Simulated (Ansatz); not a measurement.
# FH6HfN3: the cost of one run

Method: RKS BHLYP/def2-SVP, in Ansatz 0.2.0.

**1. The system as given**

Bond lengths: Hf1–F2 1.980 Å, Hf1–N3 2.210 Å, N3–H4 1.060 Å, N3–H5 1.060 Å, Hf1–N6 2.208 Å, N6–H7 1.060 Å, N6–H8 1.060 Å, Hf1–N9 2.208 Å, N9–H10 1.060 Å, N9–H11 1.060 Å. Angles (14 of 15 angles, heavy atoms first): F2–Hf1–N3 109.4°, F2–Hf1–N6 109.5°, F2–Hf1–N9 109.5°, N3–Hf1–N6 109.5°, N3–Hf1–N9 109.5°, N6–Hf1–N9 109.5°, Hf1–N3–H4 120.0°, Hf1–N3–H5 120.0°, Hf1–N6–H7 120.0°, Hf1–N6–H8 120.0°, Hf1–N9–H10 120.0°, Hf1–N9–H11 120.0°, H4–N3–H5 120.0°, H7–N6–H8 120.0°.

Coordinates:

```xyz
11

Hf    0.0000    0.0000    0.0000
F     0.0000    0.0000    1.9800
N     2.0840    0.0000   -0.7359
H     2.5823   -0.9180   -0.9166
H     2.5853    0.9180   -0.9082
N    -1.0409    1.8034   -0.7359
H    -2.0610    1.7482   -1.0186
H    -0.5204    2.7241   -0.8065
N    -1.0409   -1.8034   -0.7359
H    -1.5759   -2.4197   -0.0595
H    -1.0055   -2.0526   -1.7656
```

**2. Preparing the start**

input.yaml

```yaml
crystal:
  periodic: [false, false, false]
  atoms:
    - { symbol: Hf, position_ang: [0.0, 0.0, 0.0] }
    - { symbol: F, position_ang: [0.0, 0.0, 1.98] }
    - { symbol: "N", position_ang: [2.084, 0.0, -0.7359] }
    - { symbol: H, position_ang: [2.5823, -0.918, -0.9166] }
    - { symbol: H, position_ang: [2.5853, 0.918, -0.9082] }
    - { symbol: "N", position_ang: [-1.0409, 1.8034, -0.7359] }
    - { symbol: H, position_ang: [-2.061, 1.7482, -1.0186] }
    - { symbol: H, position_ang: [-0.5204, 2.7241, -0.8065] }
    - { symbol: "N", position_ang: [-1.0409, -1.8034, -0.7359] }
    - { symbol: H, position_ang: [-1.5759, -2.4197, -0.0595] }
    - { symbol: H, position_ang: [-1.0055, -2.0526, -1.7656] }
basis:
  gaussian: { orbitals: def2-SVP }
hamiltonian:
  xc: { name: BHLYP }
relax:
  f_tol: 0.02
  max_steps: 40
```

Launch:

```sh
$ ansatz run input.yaml --threads 2 --pin off --max-ram 3072MiB --backend cpu --events-out ev --progress --plain --runs-dir out
```

What time and memory should one allow on 2 threads of Arm Neoverse V2, shared host?

About 33 s, with a peak of 0.28 GiB.
